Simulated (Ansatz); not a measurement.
## CaPt5, space group P6/mmm: a phonon calculation by linear response, step by step

Program: Ansatz 0.2.0, Python API.

Typed at the interpreter:
```pycon
>>> from pathlib import Path
>>> import warnings
>>> import ansatz as az
>>> import numpy as np
>>> TOLERANCE = 1e-07
>>> SMEARING = "gaussian"
>>> FUNCTIONAL = "pbesol"
>>> KGRID = (8, 8, 8)
>>> warnings.simplefilter("ignore", az.DeckWarning)
>>> lattice = az.Lattice.of(
...     (5.35566, 0.0, 0.0),
...     (-2.67783, 4.63814, 0.0),
...     (0.0, 0.0, 4.39443),
... )
>>> sites = [
...     ("Ca", (0.0, 0.0, 0.0)),
...     ("Pt", (1 / 3, 2 / 3, 0.0)),
...     ("Pt", (2 / 3, 1 / 3, 0.0)),
...     ("Pt", (0.5, 0.0, 0.5)),
...     ("Pt", (0.5, 0.5, 0.5)),
...     ("Pt", (0.0, 0.5, 0.5)),
... ]
>>> system = az.Crystal(lattice=lattice)
>>> for symbol, position in sites:
...     system = system.atom(symbol, position)
...
>>> system.resolved().sites[-1]
Site(symbol='Pt', position=(0.0, 0.5, 0.5), moment=None, axis=None, held=None, saved=None)
>>> model = (
...     system.calculation()
...     .scf(tolerance=TOLERANCE)
...     .occupations(SMEARING)
...     .functional(FUNCTIONAL)
...     .kpoints(*KGRID)
...     .phonons("dfpt")
... )
>>> result = model.run(threads=1, pin="off", runs_dir="runs")

>>> ph = result.phonons
>>> print("Gamma modes (1/cm):", " ".join(f"{w:.1f}" for w in ph.gamma_omega_inv_cm))
Gamma modes (1/cm): 0.0 0.0 0.0 51.6 63.1 80.4 80.4 97.1 97.1 126.1 126.1 154.0 159.8 159.8 175.4 175.4 204.9 223.0
>>> print("in meV:", " ".join(f"{w * 0.1239842:.2f}" for w in ph.gamma_omega_inv_cm))
in meV: 0.00 0.00 0.00 6.40 7.83 9.97 9.97 12.04 12.04 15.64 15.64 19.10 19.81 19.81 21.75 21.75 25.41 27.65
```

Notes:
- The cell isn't relaxed first, so the values belong to this volume.
- Spin-orbit coupling, which matters for elements this heavy, is left out.
- The structure comes from a database of computed cells and needn't be a stable or known phase.
- The structure is taken as given; imaginary modes can come from an unrelaxed or unstable start. Phonons of metals also depend on mesh and smearing.
- Wall time of the script: 10 min on 1 thread of Intel(R) Xeon(R) Platinum 8488C (Sapphire Rapids), with other jobs on the host, peak memory 1.9 GiB.

(Lines on the test bed's own set-up are left out of the output.)
